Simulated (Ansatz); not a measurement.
# HfZr2Ti3Sn10: the cost of one run

All numbers below are computed with Ansatz 0.2.0 (DFT PBE, scalar-relativistic, plane waves, PAW).

**1. The system as given**

The cell holds 16 atoms (HfSn10Ti3Zr2): a = 7.769 Å, b = 7.292 Å, c = 7.271 Å, α = 87.41°, β = 85.39°, γ = 92.91°.

It is the last frame of an earlier stage of the same melt, run at 1600 K.

As a file:

```
CELL_PARAMETERS angstrom
7.76032 -0.19424 0.30437
-0.19424 7.28698 0.16858
0.30437 0.16858 7.26314
ATOMIC_POSITIONS crystal
Sn 0.44847 0.28540 0.79012
Sn 0.31614 0.46950 0.43712
Sn 0.65923 0.74055 0.32425
Sn 0.38350 0.64416 0.98446
Sn 0.76787 0.04545 0.54387
Sn 0.71638 0.38456 0.18040
Sn 0.36425 0.02461 0.27685
Sn 0.03607 0.82817 0.06849
Sn 0.15108 0.09351 0.78621
Sn 0.92281 0.41265 0.50474
Ti 0.07715 0.82954 0.51083
Ti 0.10467 0.54881 0.78443
Ti 0.41169 0.88477 0.72502
Zr 0.09855 0.27772 0.16661
Zr 0.73473 0.65972 0.80760
Hf 0.67327 0.99176 0.97780
```

**2. Dynamics at 1150 K**

One k point, a Fermi-Dirac width of 0.099 eV and a fixed cell.

Input file input.yaml:

```yaml
crystal:
  lattice:
    - [7.760325, -0.194242, 0.304374]
    - [-0.194242, 7.286982, 0.168583]
    - [0.304374, 0.168583, 7.263136]
  atoms:
    - { symbol: Sn, position: [0.4484740755, 0.285396208, 0.7901235751] }
    - { symbol: Sn, position: [0.3161380295, 0.4694950455, 0.4371239193] }
    - { symbol: Sn, position: [0.6592289032, 0.7405538403, 0.3242494232] }
    - { symbol: Sn, position: [0.3835030812, 0.644160106, 0.9844597177] }
    - { symbol: Sn, position: [0.7678680791, 0.0454529313, 0.5438726572] }
    - { symbol: Sn, position: [0.7163813183, 0.3845637818, 0.1804045191] }
    - { symbol: Sn, position: [0.3642464748, 0.0246109783, 0.2768504439] }
    - { symbol: Sn, position: [0.0360705035, 0.8281664173, 0.0684929115] }
    - { symbol: Sn, position: [0.1510844056, 0.0935149237, 0.7862094348] }
    - { symbol: Sn, position: [0.9228121658, 0.4126539071, 0.5047421254] }
    - { symbol: Ti, position: [0.0771549721, 0.8295399215, 0.510834774] }
    - { symbol: Ti, position: [0.1046746559, 0.548807483, 0.7844316042] }
    - { symbol: Ti, position: [0.4116880178, 0.8847665911, 0.7250179762] }
    - { symbol: Zr, position: [0.0985547186, 0.2777159743, 0.1666064736] }
    - { symbol: Zr, position: [0.7347298966, 0.6597158094, 0.8076017515] }
    - { symbol: Hf, position: [0.673273029, 0.9917604445, 0.977797795] }
  symmetry: { detect: false }
basis:
  ecutwfc: 420
  xc_grid: 1
kpoints:
  mp_grid: { grid: [1, 1, 1], shift: [0.25, 0.25, 0.25] }
hamiltonian:
  xc: pbe
scf:
  occupations: { method: fermi_dirac, width: 0.0991 }
  lower_state_search: "off"
  convergence: { dr2_threshold: 1.0e-05 }
output:
  forces: true
  stress: true
md:
  timestep: 3.0
  n_steps: 73
  ensemble: nvt_langevin
  friction: 0.03
  temperature: 1150.0
  initial_velocities: maxwell_boltzmann
  seed: 28877
```

Command:

```sh
> ansatz run input.yaml --threads 2 --pin off --max-ram 5120MiB --backend cpu --events-out ev --progress --plain --runs-dir out
```

Q: Estimate wall time and peak memory on 2 threads of Arm Neoverse V1, shared host.

About 4.6 min, with a peak of 0.71 GiB.
